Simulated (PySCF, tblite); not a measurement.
**C₆H₁₂AlFO: geometry, infrared bands and NMR shifts**

What infrared bands and NMR shifts should C₆H₁₂AlFO (`C=CC[O+]([AlH3-])[C@H](F)C=C`) show?

The runs use tblite 0.8.0 and PySCF 2.14.0, with density-fitted response routines of our own; the level of theory stands in each step. All values are computed, except where a source is named. Atoms are numbered from 0 throughout.

## (1) Starting geometry

21 atoms, charge 0, multiplicity 1; geometry from: force field or distance geometry start.

Bonds of the start (Å): C0–C1 1.32, C1–C2 1.50, C2–O3 1.34, O3–Al4 1.79, O3–C5 1.36, C5–F6 1.40, C5–C7 1.49, C7–C8 1.33, C0–H9 1.10, C0–H10 1.09, C1–H11 1.08, C2–H12 1.10, C2–H13 1.13, Al4–H14 1.60, Al4–H15 1.60, Al4–H16 1.61, C5–H17 1.11, C7–H18 1.09, C8–H19 1.10, C8–H20 1.09.

## (2) Optimising the geometry with GFN2-xTB

What the job is given:

```
{"job": {"kind": "relax", "xc": "GFN2-xTB", "basis": "xTB"}, "charge": 0, "multiplicity": 1}
C     -1.314300    -0.372500    -2.497100
C     -1.001700     0.468500    -1.522300
C     -1.546700     0.170500    -0.152900
O     -0.620400    -0.031800     0.799500
Al    -0.100800     1.366200     1.788000
C      0.246800    -1.063600     0.648100
F      0.024700    -1.989100     1.670800
C      1.696100    -0.726300     0.748000
C      2.491200    -0.554400    -0.303500
H     -1.979400    -1.202400    -2.227200
H     -0.948700    -0.210800    -3.506300
H     -0.353700     1.314000    -1.697000
H     -2.326800    -0.611000    -0.143800
H     -2.093300     1.126300     0.116600
H     -0.179500     1.030900     3.348900
H     -1.149400     2.558100     1.568600
H      1.329200     1.985500     1.395000
H      0.114900    -1.659200    -0.283400
H      2.136700    -0.621000     1.742800
H      2.020600    -0.661800    -1.289900
H      3.545700    -0.299200    -0.203100
```

Run with:

```
$ OMP_NUM_THREADS=1 python probes_run.py task.json out
```

The driver reads the jobs from task.json and runs them one after another.

**Question.** This job is followed by: GFN2-xTB harmonic vibrations, gas phase; GIAO PBE0/pcSseg-1 NMR shielding, non-relativistic, gas phase. Predict these results of the whole session: strongest single infrared mode (GFN2-xTB); zero-point energy (GFN2-xTB); ¹³C shifts against TMS (PBE0/pcSseg-1); ¹H shifts against TMS (PBE0/pcSseg-1, means over atoms taken as alike); ¹⁷O shifts against H2O (PBE0/pcSseg-1); ²⁷Al shifts against AlH4- (PBE0/pcSseg-1); ¹⁹F shifts against CFCl3 (PBE0/pcSseg-1).

The runs gave:

```
                                                              quantity                                                           value
                             strongest single infrared mode (GFN2-xTB)                                            814 cm⁻¹, 731 km/mol
                                          zero-point energy (GFN2-xTB)                                                   97.2 kcal/mol
                                ¹³C shifts against TMS (PBE0/pcSseg-1)                     141.3, 139.7, 131.1, 130.9, 112.3, 77.0 ppm
¹H shifts against TMS (PBE0/pcSseg-1, means over atoms taken as alike)  7.61, 6.31, 5.94, 5.93, 5.87, 5.85, 5.78, 5.72, 4.79, 4.47 ppm
                                ¹⁷O shifts against H2O (PBE0/pcSseg-1)                                                        82.5 ppm
                             ²⁷Al shifts against AlH4- (PBE0/pcSseg-1)                                                        79.7 ppm
                              ¹⁹F shifts against CFCl3 (PBE0/pcSseg-1)                                                      -139.4 ppm
```

In words: Relaxing lowered the energy by 1.142 eV in 142 steps; the close pair that moved most is O3–Al4, from 1.789 to 1.908 Å. All 57 modes are real, so the xTB geometry is a minimum. The strongest single mode, at 814 cm⁻¹, has its largest shares on H16, H15 and H14 (the list is cut at 3 atoms). GFN2-xTB is a fitted tight-binding method: band positions and strengths are rough. Its intensities can rank the bands wrongly.
